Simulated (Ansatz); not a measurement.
GaSb3 under changes of volume

One of the cells (25.960 Å³/atom); the others are scaled copies at fixed shape and fractional positions:

```xyz
4
Lattice="0.0000 3.7306 3.7306 3.7306 0.0000 3.7306 3.7306 3.7306 0.0000" Properties=species:S:1:pos:R:3 pbc="T T T"
Sb    3.7306    3.7306    3.7306
Sb    5.5959    5.5959    5.5959
Sb    1.8653    1.8653    1.8653
Ga    0.0000    0.0000    0.0000
```

The cell comes from a database or a generator and needn't be the stable form of this composition.

```yaml
Program: Ansatz 0.2.0
Functional: PBE
Potentials_or_basis: Ansatz PAW
Cutoff: "420 eV (not typed: the program's choice for these potentials)"
k_mesh: 6 × 6 × 6
Occupations: fermi-dirac, width 0.05 eV
Spin: no spin polarisation
```

| volume (Å³/atom) | energy over the lowest point (meV/atom) | pressure (GPa) |
| --- | --- | --- |
| 24.402 | 9.96 | 2.8 |
| 24.922 | 3.11 | 1.5 |
| 25.441 | 0.00 | 0.5 |
| 25.960 | 0.10 | -0.5 |
| 26.479 | 3.14 | -1.4 |
| 26.998 | 8.92 | -2.2 |
| 27.518 | ? | ? |

Question: What does the run at 27.518 Å³/atom give?

Answer: Energy over the lowest point 17.32 meV/atom; pressure -3.0 GPa.

Worked out: A Birch-Murnaghan fit of order 3 (a polynomial in V^(-2/3)) to the other rows has its minimum at 25.68 Å³/atom with B0 = V·E''(V) = 48 GPa and B' = 4.1. It gives 17.09 meV/atom at 27.518 Å³/atom, against the run's 17.32, and -dE/dV = -2.9 GPa, against -3.0.

Energies are extrapolated to zero smearing.
